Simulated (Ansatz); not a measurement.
# C2H8Cl2Ga2: single points with varied inputs

How do the results and run time of C2H8Cl2Ga2 respond when the settings are drawn wide?

The runs use Ansatz 0.2.0, Gaussian basis; the settings change from run to run.

## 1. The geometry

The structure was relaxed beforehand with PBE0-D4 in a triple-zeta def2 set.

SMILES `[CH3][Ga@H-]1[Cl+][Ga@H-]([CH3])[Cl+]1`, 14 atoms, charge 0, spin multiplicity 1.

Atoms are counted from 1 here; the program's logs count them from 0.

Bond lengths: C1–Ga2 1.951 Å, C1–H7 1.092 Å, C1–H8 1.091 Å, C1–H9 1.092 Å, Ga2–Cl3 2.374 Å, Ga2–Cl6 2.374 Å, Ga2–H10 1.556 Å, Cl3–Ga4 2.374 Å, Ga4–C5 1.951 Å, Ga4–Cl6 2.374 Å, Ga4–H11 1.556 Å, C5–H12 1.092 Å, C5–H13 1.091 Å, C5–H14 1.092 Å. Angles: Ga2–C1–H7 110.4°, Ga2–C1–H8 110.0°, Ga2–C1–H9 110.4°, H7–C1–H8 108.8°, H7–C1–H9 108.4°, H8–C1–H9 108.8°, C1–Ga2–Cl3 106.6°, C1–Ga2–Cl6 106.6°, C1–Ga2–H10 134.4°, Cl3–Ga2–Cl6 90.2°, Cl3–Ga2–H10 105.1°, Cl6–Ga2–H10 105.1°, Ga2–Cl3–Ga4 89.8°, Cl3–Ga4–C5 106.6°, Cl3–Ga4–Cl6 90.2°, Cl3–Ga4–H11 105.1°, C5–Ga4–Cl6 106.6°, C5–Ga4–H11 134.4° and more.

## 2. SVWN5/def2-TZVP

Set apart from the defaults: multiplicity 3, atoms shaken by 0.15 Å.

in.yaml reads:

```yaml
crystal:
  periodic: [false, false, false]
  atoms:
    - {symbol: C, position_ang: [-0.824927, 1.806956, 2.380673]}
    - {symbol: Ga, position_ang: [0.246555, 0.878886, 1.391966]}
    - {symbol: Cl, position_ang: [0.467892, -1.159102, 1.253426]}
    - {symbol: Ga, position_ang: [-0.409415, -1.421293, -1.021124]}
    - {symbol: C, position_ang: [0.633965, -1.811256, -2.341621]}
    - {symbol: Cl, position_ang: [-0.409177, 1.197147, -1.205266]}
    - {symbol: H, position_ang: [-0.951136, 2.803917, 2.356906]}
    - {symbol: H, position_ang: [-1.699945, 1.171157, 2.281724]}
    - {symbol: H, position_ang: [-0.739807, 1.483299, 3.602073]}
    - {symbol: H, position_ang: [2.065050, 1.537698, 0.875433]}
    - {symbol: H, position_ang: [-2.098173, -1.369897, -0.866237]}
    - {symbol: H, position_ang: [0.663543, -2.688775, -2.577987]}
    - {symbol: H, position_ang: [1.869568, -1.178270, -2.311245]}
    - {symbol: H, position_ang: [0.565489, -1.473452, -3.422188]}
basis:
  gaussian: {orbitals: def2-TZVP}
magnetization: {spin_polarized: true, initial_magnetization: 2}
hamiltonian: {xc: {name: SVWN5}}
```

Run with:

```bash
ansatz run in.yaml --threads 4 --pin off --events-out ev --progress --plain --max-ram 11315MiB
```

The program printed:

```text
Functional definition: SVWN5
  name "SVWN5"
  cite "Dirac, Proc. Camb. Phil. Soc. 26, 376 (1930) doi:10.1017/S0305004100016108"
  cite "Slater, Phys. Rev. 81, 385 (1951) doi:10.1103/PhysRev.81.385"
  cite "Vosko, Wilk & Nusair, Can. J. Phys. 58, 1200 (1980) doi:10.1139/p80-159"
  exchange = slater_x
  correlation = vwn5_c
1960 factors; their error is unknown
mean field evaluation 1: about -131708.1864 eV, gradient 8.4e1 eV
mean field evaluation 2: about -131567.5825 eV, gradient 1.4e2 eV
mean field evaluation 4: about -131723.8448 eV, gradient 3.4e1 eV
mean field evaluation 8: about -131735.2588 eV, gradient 8.5e0 eV
mean field evaluation 16: about -131736.1000 eV, gradient 2.8e-2 eV
mean field evaluation 32: about -131736.0589 eV, gradient 2.7e-5 eV
mean field evaluation 64: about -131735.9008 eV, gradient 3.6e0 eV
mean field evaluation 96: about -131735.2987 eV, gradient 1.9e0 eV
mean field -131736.05885920 eV, -4841.2108691677 hartree, gradient 2.7e-5 eV, S^2 2.005248; 8 other end points of the search recorded, 0 dependent functions left out
reference -131736.05891130 eV, -4841.2108710826 hartree; 59, 57 occupied and 221, 223 virtual orbitals, 1960 factors
Total energy: -131736.05891130 eV, -4841.2108710826 hartree
```

Wall time 15 s (4 threads of Intel Xeon Platinum 8259CL at 2.50GHz, shared host); peak memory 0.83 GiB.

⟨S²⟩ 2.005.

## 3. BLYP/aug-cc-pVDZ

This run has density fitting with cc-pVTZ-jkfit.

in.yaml reads:

```yaml
crystal:
  periodic: [false, false, false]
  atoms:
    - {symbol: C, position_ang: [-0.885866, 1.651387, 2.395718]}
    - {symbol: Ga, position_ang: [0.508144, 1.125368, 1.135686]}
    - {symbol: Cl, position_ang: [0.465419, -1.245955, 1.029914]}
    - {symbol: Ga, position_ang: [-0.504851, -1.121700, -1.133213]}
    - {symbol: C, position_ang: [0.882563, -1.654413, -2.397677]}
    - {symbol: Cl, position_ang: [-0.454448, 1.249606, -1.030909]}
    - {symbol: H, position_ang: [-1.067418, 2.726453, 2.336736]}
    - {symbol: H, position_ang: [-1.813342, 1.125865, 2.165828]}
    - {symbol: H, position_ang: [-0.587916, 1.407272, 3.417410]}
    - {symbol: H, position_ang: [2.001873, 1.513658, 0.938952]}
    - {symbol: H, position_ang: [-1.999084, -1.504830, -0.930130]}
    - {symbol: H, position_ang: [1.062285, -2.729633, -2.335903]}
    - {symbol: H, position_ang: [1.812040, -1.129952, -2.173539]}
    - {symbol: H, position_ang: [0.580630, -1.413137, -3.418872]}
basis:
  gaussian: {orbitals: aug-cc-pVDZ, fitting: {mean_field: cc-pVTZ-jkfit}}
hamiltonian: {xc: {name: BLYP}}
output: {forces: true}
```

The command is unchanged.

The program printed (excerpt; [...] marks lines left out):

```text
Functional definition: BLYP
  name "BLYP"
  cite "Becke, Phys. Rev. A 38, 3098 (1988) doi:10.1103/PhysRevA.38.3098"
  cite "Lee, Yang & Parr, Phys. Rev. B 37, 785 (1988) doi:10.1103/PhysRevB.37.785"
[...]
1054 factors; integrals over basis functions are off by at most 2.5e-1 eV
[...]
mean field -132010.05286163 eV, -4851.2799630373 hartree, gradient 5.7e-5 eV, S^2 0.000000; 0 other end points of the search recorded, 0 dependent functions left out
[...]
reference -132010.05345550 eV, -4851.2799848617 hartree; 58, 58 occupied and 186, 186 virtual orbitals, 1054 factors
Total energy: -132010.05345550 eV, -4851.2799848617 hartree
Atom 0 at    -0.885866     1.651387     2.395718 Å, force    -0.040318     0.018858     0.040718 eV/Å
Atom 1 at     0.508144     1.125368     1.135686 Å, force     0.408791     0.373823     0.270177 eV/Å
[...]
Atom 4 at     0.882563    -1.654413    -2.397677 Å, force     0.040043    -0.018894    -0.040868 eV/Å
Atom 5 at    -0.454448     1.249606    -1.030909 Å, force    -0.214251     0.586371    -0.484918 eV/Å
Atom 6 at    -1.067418     2.726453     2.336736 Å, force    -0.075868     0.445538    -0.024201 eV/Å
Atom 7 at    -1.813342     1.125865     2.165828 Å, force    -0.383416    -0.205875    -0.080875 eV/Å
Atom 8 at    -0.587916     1.407272     3.417410 Å, force     0.122942    -0.100770     0.423741 eV/Å
Atom 9 at     2.001873     1.513658     0.938952 Å, force     0.196387     0.048694    -0.028599 eV/Å
Atom 10 at    -1.999084    -1.504830    -0.930130 Å, force    -0.196402    -0.048005     0.029391 eV/Å
Atom 11 at     1.062285    -2.729633    -2.335903 Å, force     0.075063    -0.445608     0.025280 eV/Å
Atom 12 at     1.812040    -1.129952    -2.173539 Å, force     0.384218     0.205417     0.078618 eV/Å
Atom 13 at     0.580630    -1.413137    -3.418872 Å, force    -0.124553     0.099741    -0.423538 eV/Å
Dipole moment:    -0.000991    -0.000426    -0.000076 e Å
```

It took 5.5 s on 4 threads of Intel Xeon Platinum 8259CL at 2.50GHz, shared host; peak memory 0.52 GiB.

Largest force 0.791 eV/Å, dipole 0.01 D.

## 4. SPW92/6-31G

Set apart from the defaults: unrestricted orbitals, relativity set to scalar.

in.yaml, as its differences from that of step 3:

```diff
@@ -18,4 +18,4 @@
 basis:
-  gaussian: {orbitals: aug-cc-pVDZ, fitting: {mean_field: cc-pVTZ-jkfit}}
-hamiltonian: {xc: {name: BLYP}}
-output: {forces: true}
+  gaussian: {orbitals: 6-31G}
+magnetization: {spin_polarized: true, initial_magnetization: 0}
+hamiltonian: {xc: {name: SPW92}, pseudopotentials: {relativity: scalar}}
```

Launched as before.

The program printed:

```text
Functional definition: SPW92
  name "SPW92"
  cite "Dirac, Proc. Camb. Phil. Soc. 26, 376 (1930) doi:10.1017/S0305004100016108"
  cite "Slater, Phys. Rev. 81, 385 (1951) doi:10.1103/PhysRev.81.385"
  cite "Perdew & Wang, Phys. Rev. B 45, 13244 (1992) doi:10.1103/PhysRevB.45.13244"
  exchange = slater_x
  correlation = pw_c
1302 factors; integrals over basis functions are off by at most 5.7e-4 eV
mean field evaluation 1: about -132602.2921 eV, gradient 5.8e1 eV
mean field evaluation 2: about -132575.6805 eV, gradient 8.5e1 eV
mean field evaluation 4: about -132616.8147 eV, gradient 4.8e0 eV
mean field evaluation 8: about -132616.9382 eV, gradient 7.7e-2 eV
mean field -132616.93823237 eV, -4873.5825890502 hartree, gradient 5.0e-5 eV, S^2 0.000000; 0 other end points of the search recorded, 0 dependent functions left out
reference -132616.93829302 eV, -4873.5825912793 hartree; 58, 58 occupied and 60, 60 virtual orbitals, 1302 factors
Total energy: -132616.93829302 eV, -4873.5825912793 hartree
Relativity: scalar
```

Run time: 1.9 s. Hardware: 4 threads of Intel Xeon Platinum 8259CL at 2.50GHz, shared host.

⟨S²⟩ 0.000.

## 5. RPBE/def2-TZVPD

Set apart from the defaults: a point charge of 0.50 e beside it, D3(BJ) with three-body dispersion, high accuracy.

in.yaml, as its differences from that of step 4:

```diff
@@ -18,4 +18,4 @@
 basis:
-  gaussian: {orbitals: 6-31G}
-magnetization: {spin_polarized: true, initial_magnetization: 0}
-hamiltonian: {xc: {name: SPW92}, pseudopotentials: {relativity: scalar}}
+  gaussian: {orbitals: def2-TZVPD, point_charges: [{charge: 0.50, position_ang: [5.249, 0.419, 0.717]}]}
+hamiltonian: {xc: {name: RPBE}, dispersion: d3bjatm}
+accuracy: high
```

Launched as before.

The program printed:

```text
Functional definition: RPBE
  name "RPBE"
  cite "Hammer, Hansen & Nørskov, Phys. Rev. B 59, 7413 (1999) doi:10.1103/PhysRevB.59.7413"
  cite "Perdew, Burke & Ernzerhof, Phys. Rev. Lett. 77, 3865 (1996) doi:10.1103/PhysRevLett.77.3865"
  parameter kappa = 0.804
  parameter beta = 0.06672455060314922
  exchange = rpbe_x(kappa = kappa, mu = beta*pi^2/3)
  correlation = pbe_c(beta = beta)
5673 factors; integrals over basis functions are off by at most 6.8e-9 eV
mean field evaluation 1: about -131984.8438 eV, gradient 1.0e2 eV
mean field evaluation 2: about -131947.0890 eV, gradient 1.5e2 eV
mean field evaluation 4: about -132004.5425 eV, gradient 8.7e0 eV
mean field evaluation 8: about -132004.7150 eV, gradient 4.5e-1 eV
mean field evaluation 16: about -132004.7155 eV, gradient 1.8e-4 eV
mean field -132004.71551270 eV, -4851.0838190820 hartree, gradient 4.1e-8 eV, S^2 0.000000; 0 other end points of the search recorded, 0 dependent functions left out
reference -132004.71551963 eV, -4851.0838193364 hartree; 58, 58 occupied and 288, 288 virtual orbitals, 5673 factors
Total energy: -132007.21147540 eV, -4851.1755440194 hartree
```

Wall time 31 s (4 threads of Intel Xeon Platinum 8259CL at 2.50GHz, shared host); peak memory 3.8 GiB.

## 6. B97/cc-pVTZ-DK

Options: multiplicity 3, high accuracy.

in.yaml, as its differences from that of step 5:

```diff
@@ -18,4 +18,5 @@
 basis:
-  gaussian: {orbitals: def2-TZVPD, point_charges: [{charge: 0.50, position_ang: [5.249, 0.419, 0.717]}]}
-hamiltonian: {xc: {name: RPBE}, dispersion: d3bjatm}
+  gaussian: {orbitals: cc-pVTZ-DK}
+magnetization: {spin_polarized: true, initial_magnetization: 2}
+hamiltonian: {xc: {name: B97}}
 accuracy: high
```

The command is unchanged.

The program printed (excerpt; [...] marks lines left out):

```text
Functional definition: B97
  name "B97"
  cite "Becke, J. Chem. Phys. 107, 8554 (1997) doi:10.1063/1.475007"
[...]
      + integral(e_c_pw_opposite_spin*poly(b97_u_opposite, cos0, cos1, cos2))
5756 factors; integrals over basis functions are off by at most 2.1e-8 eV
[...]
mean field -133109.59591535 eV, -4891.6874249646 hartree, gradient 7.6e-8 eV, S^2 2.004677; 10 other end points of the search recorded, 0 dependent functions left out
reference -133109.59592007 eV, -4891.6874251380 hartree; 59, 57 occupied and 267, 269 virtual orbitals, 5756 factors
Total energy: -133109.59592007 eV, -4891.6874251380 hartree
Relativity: scalar
```

Wall time 6.8 min (4 threads of Intel Xeon Platinum 8259CL at 2.50GHz, shared host); peak memory 5.4 GiB.

⟨S²⟩ 2.005.

## 7. r2SCANh/STO-3G

This run has D4 dispersion, high accuracy.

in.yaml, as its differences from that of step 6:

```diff
@@ -18,5 +18,4 @@
 basis:
-  gaussian: {orbitals: cc-pVTZ-DK}
-magnetization: {spin_polarized: true, initial_magnetization: 2}
-hamiltonian: {xc: {name: B97}}
+  gaussian: {orbitals: STO-3G}
+hamiltonian: {xc: {name: r2SCANh}, dispersion: d4}
 accuracy: high
```

Launched as before.

The program printed (excerpt; [...] marks lines left out):

```text
Functional definition: r2SCANh
  name "r2SCANh"
  cite "Bursch, Neugebauer, Ehlert & Grimme, J. Chem. Phys. 156, 134105 (2022) doi:10.1063/5.0086040"
  cite "Furness, Kaplan, Ning, Perdew & Sun, J. Phys. Chem. Lett. 11, 8208 (2020) doi:10.1021/acs.jpclett.0c02405"
  cite "Furness, Kaplan, Ning, Perdew & Sun, J. Phys. Chem. Lett. 11, 9248 (2020) doi:10.1021/acs.jpclett.0c03077"
  parent r2scan
[...]
1373 factors; integrals over basis functions are off by at most 3.4e-8 eV
[...]
mean field -130483.47050315 eV, -4795.1790961178 hartree, gradient 1.2e-8 eV, S^2 0.000000; 0 other end points of the search recorded, 0 dependent functions left out
reference -130483.47050373 eV, -4795.1790961392 hartree; 58, 58 occupied and 14, 14 virtual orbitals, 1373 factors
Total energy: -130483.59201344 eV, -4795.1835615388 hartree
```

It took 8 s on 4 threads of Intel Xeon Platinum 8259CL at 2.50GHz, shared host; peak memory 0.45 GiB.

## 8. HSE06/def2-mTZVP

Options: multiplicity 3, D3(BJ) dispersion, relativity set to none.

in.yaml, as its differences from that of step 7:

```diff
@@ -18,4 +18,4 @@
 basis:
-  gaussian: {orbitals: STO-3G}
-hamiltonian: {xc: {name: r2SCANh}, dispersion: d4}
-accuracy: high
+  gaussian: {orbitals: def2-mTZVP}
+magnetization: {spin_polarized: true, initial_magnetization: 2}
+hamiltonian: {xc: {name: HSE06}, dispersion: d3bj, pseudopotentials: {relativity: none}}
```

Launched as before.

The program printed (excerpt; [...] marks lines left out):

```text
Functional definition: HSE06
  name "HSE06"
  cite "Heyd, Scuseria & Ernzerhof, J. Chem. Phys. 118, 8207 (2003) doi:10.1063/1.1564060"
  cite "Krukau, Vydrov, Izmaylov & Scuseria, J. Chem. Phys. 125, 224106 (2006) doi:10.1063/1.2404663"
  cite "Heyd & Scuseria, J. Chem. Phys. 120, 7274 (2004) doi:10.1063/1.1668634"
  cite "Ernzerhof & Perdew, J. Chem. Phys. 109, 3313 (1998) doi:10.1063/1.476928"
  cite "Perdew, Burke & Ernzerhof, Phys. Rev. Lett. 77, 3865 (1996) doi:10.1103/PhysRevLett.77.3865"
  parent pbe
[...]
  # The whole range is PBE's own exchange, as in plane waves. The composition of these papers is wPBEh.
[...]
1670 factors; integrals over basis functions are off by at most 1.1e-3 eV
165 factors; integrals over basis functions are off by at most 2.6e-7 eV
[...]
mean field -131979.31484974 eV, -4850.1503619354 hartree, gradient 3.7e-6 eV, S^2 2.004949; 8 other end points of the search recorded, 0 dependent functions left out
reference -131979.31490889 eV, -4850.1503641089 hartree; 59, 57 occupied and 119, 121 virtual orbitals, 1670 factors
Total energy: -131979.63478275 eV, -4850.1621192566 hartree
```

It took 38 s on 4 threads of Intel Xeon Platinum 8259CL at 2.50GHz, shared host; peak memory 1.5 GiB.

⟨S²⟩ 2.005.

## 9. RPA/def2-TZVP

This run has charge -1, multiplicity 2, atoms shaken by 0.03 Å, correlated electrons set to outside_noble_gas, high accuracy, the search for lower states set to full.

in.yaml reads:

```yaml
crystal:
  periodic: [false, false, false]
  atoms:
    - {symbol: C, position_ang: [-0.881231, 1.648370, 2.386394]}
    - {symbol: Ga, position_ang: [0.467770, 1.141059, 1.084867]}
    - {symbol: Cl, position_ang: [0.468960, -1.215582, 1.046909]}
    - {symbol: Ga, position_ang: [-0.494678, -1.106582, -1.109432]}
    - {symbol: C, position_ang: [0.879265, -1.599449, -2.416218]}
    - {symbol: Cl, position_ang: [-0.471058, 1.255846, -1.035802]}
    - {symbol: H, position_ang: [-1.077731, 2.725603, 2.338921]}
    - {symbol: H, position_ang: [-1.845177, 1.084468, 2.173741]}
    - {symbol: H, position_ang: [-0.620711, 1.457451, 3.424563]}
    - {symbol: H, position_ang: [1.940133, 1.481702, 0.891406]}
    - {symbol: H, position_ang: [-2.023302, -1.511519, -0.936141]}
    - {symbol: H, position_ang: [1.041237, -2.723074, -2.356978]}
    - {symbol: H, position_ang: [1.820035, -1.090175, -2.207559]}
    - {symbol: H, position_ang: [0.550186, -1.469434, -3.440068]}
basis:
  gaussian: {orbitals: def2-TZVP}
total_charge: -1
magnetization: {spin_polarized: true, initial_magnetization: 1}
hamiltonian: {xc: {name: HF}}
correlation: {method: rpa, electrons: outside_noble_gas}
accuracy: high
scf: {lower_state_search: full}
```

Same command.

The program printed (excerpt; [...] marks lines left out):

```text
Functional definition: HF
  name "HF"
  cite "Fock, Z. Phys. 61, 126 (1930) doi:10.1007/BF01340294"
  parent pbe
[...]
5009 factors; integrals over basis functions are off by at most 5.1e-8 eV
[...]
mean field -131866.33089896 eV, -4845.9982783273 hartree, gradient 3.7e-8 eV, S^2 0.763360; 17 other end points of the search recorded, 0 dependent functions left out
40 core orbitals not correlated: weight in the atoms' cores, before any rotation towards them, 0.968 or more for the frozen orbitals, at most 0.049 for the correlated occupied ones
reference -131866.33089896 eV, -4845.9982783273 hartree; 19, 18 occupied and 221, 222 virtual orbitals, 5009 factors
Total energy: -131896.59614692 eV, -4847.1105056753 hartree
```

It took 4.9 min on 4 threads of Intel Xeon Platinum 8259CL at 2.50GHz, shared host; peak memory 3.3 GiB.

⟨S²⟩ 0.763.

## 10. The runs in one table

| level | charge | multiplicity | geometry | functions | energy (eV) | time |
| --- | --- | --- | --- | --- | --- | --- |
| SVWN5/def2-TZVP | 0 | 3 | shaken | 280 | -131736.059 | 15 s |
| BLYP/aug-cc-pVDZ | 0 | 1 | relaxed | 244 | -132010.053 | 5.5 s |
| SPW92/6-31G | 0 | 1 | relaxed | 118 | -132616.938 | 1.9 s |
| RPBE/def2-TZVPD | 0 | 1 | relaxed, point charge | 346 | -132007.211 | 31 s |
| B97/cc-pVTZ-DK | 0 | 3 | relaxed | 326 | -133109.596 | 6.8 min |
| r2SCANh/STO-3G | 0 | 1 | relaxed | 72 | -130483.592 | 8 s |
| HSE06/def2-mTZVP | 0 | 3 | relaxed | 178 | -131979.635 | 38 s |
| RPA/def2-TZVP | -1 | 2 | shaken | 280 | -131896.596 | 4.9 min |

## 11. Results

| quantity | value |
| --- | --- |
| runs | 8 |
| quickest | SPW92/6-31G, 1.9 s |
| slowest | B97/cc-pVTZ-DK, 6.8 min |
| spread of total energies, same state and geometry | 2133.3 eV |

**Reading.** B97/cc-pVTZ-DK took 218 times as long as SPW92/6-31G. The jobs differ in tasks and options as well as level. The totals spread over 2133 eV; they can't be compared across methods or bases. Some of these runs are scalar-relativistic and others not, which shifts the totals of all-electron atoms past neon by several eV an atom and more; core potentials, where a basis has them, take the core out of the total altogether. At the PBE0-D4/def2-TZVP geometry and in the same state, the sound runs without point charges leave forces up to 0.79 eV/Å (BLYP/aug-cc-pVDZ).
